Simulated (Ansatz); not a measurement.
**GaH2O+ (singlet): from Hartree-Fock to the top rungs, cc-pVDZ**

The task here is to estimate one member of a computed series from the others.

Method: cc-pVDZ, core rule «outside noble gas», up to 15 orbitals frozen; program: Ansatz 0.2.0, Gaussian basis.

The runs, in order: UHF; CCSD(T) on RHF; CCSD(T) on UHF; BCCD(T) on RHF; CISD; CCSDT(Q) on RHF; CCSDT(Q) on UHF; CCSDTQ on RHF.

14 further runs of the same task are left out: 9 for a known fault of the program, 5 set aside as unsound or not needed.

### What is computed

The geometry is a PBE0/def2-TZVP stationary point (not a proven minimum) of the parent state, kept for this charge and spin. No spin-orbit coupling is included. The filled d shell of Ga may be among the frozen orbitals whatever the setting's name suggests; the logs give the count.

4 atoms, charge 1, spin multiplicity 1.

Atoms are counted from 1 here; the program's logs count them from 0.

Bond lengths: O1–Ga2 1.795 Å, Ga2–H3 1.556 Å, Ga2–H4 1.556 Å. Angles: O1–Ga2–H3 114.9°, O1–Ga2–H4 114.9°, H3–Ga2–H4 130.2°.

Set-up of the first run:

The input, in.yaml:

```yaml
crystal:
  periodic: [false, false, false]
  atoms:
    - {symbol: O, position_ang: [0.000000, 0.000000, 1.482333]}
    - {symbol: Ga, position_ang: [0.000000, 0.000000, -0.312174]}
    - {symbol: H, position_ang: [0.000000, -1.411154, -0.967676]}
    - {symbol: H, position_ang: [0.000000, 1.411154, -0.967676]}
basis:
  gaussian: {orbitals: cc-pVDZ}
total_charge: 1
magnetization: {spin_polarized: true, initial_magnetization: 0}
hamiltonian: {xc: hf}
output: {orbitals: {seedname: orbitals}}
```

Run with:

```
$ ansatz run in.yaml --threads 1 --pin off --events-out ev --progress --plain --max-ram 4096MiB --backend cpu
```

Steps of the session up to this table: UHF; CCSD(T) on RHF; CCSD(T) on UHF; BCCD(T) on RHF; CISD; CCSDT(Q) on RHF; CCSDT(Q) on UHF; CCSDTQ on RHF.

One table of the session follows, with a row left open; its other results are not shown here.

| method | from RCCSDT(Q) (meV) |
| --- | --- |
| RHF | +8082.0 |
| UHF | +6225.6 |
| RMP2 | +2695.7 |
| UMP2 | +1837.0 |
| RCCSD | +877.7 |
| UCCSD | +362.5 |
| RCCSD(T) | -99.2 |
| UCCSD(T) | -19.6 |
| BCCD(T) | +284.7 |
| RCCSDT | +209.0 |
| UCCSDT | -251.7 |
| RCCSDT(Q) | 0 |
| UCCSDT(Q) | ? |
| RCCSDTQ | +148.9 |

Q: Estimate the row for UCCSDT(Q) from the others.

The run gave: from RCCSDT(Q) (meV): -329.4. In the column «from RCCSDT(Q) (meV)» it is the lowest.

Limits of these values: The determinant is far from a pure spin state, so its energy mixes those of several spin states (harmless only where they are near-degenerate, as at dissociation). The report flags that the cluster equations may have other roots. The program flags RCCSD(T), UCCSD(T), BCCD(T), RCCSDT(Q), UCCSDT(Q), RCCSDTQ as in doubt, so the zero of the table is itself unsure. Warnings: restricted reference is unstable; spin contamination; large T1 diagnostic. Restricted and unrestricted rows rest on different reference determinants; where their highest levels disagree by more than a few hundredths of an eV, they describe different states and don't form one ladder.
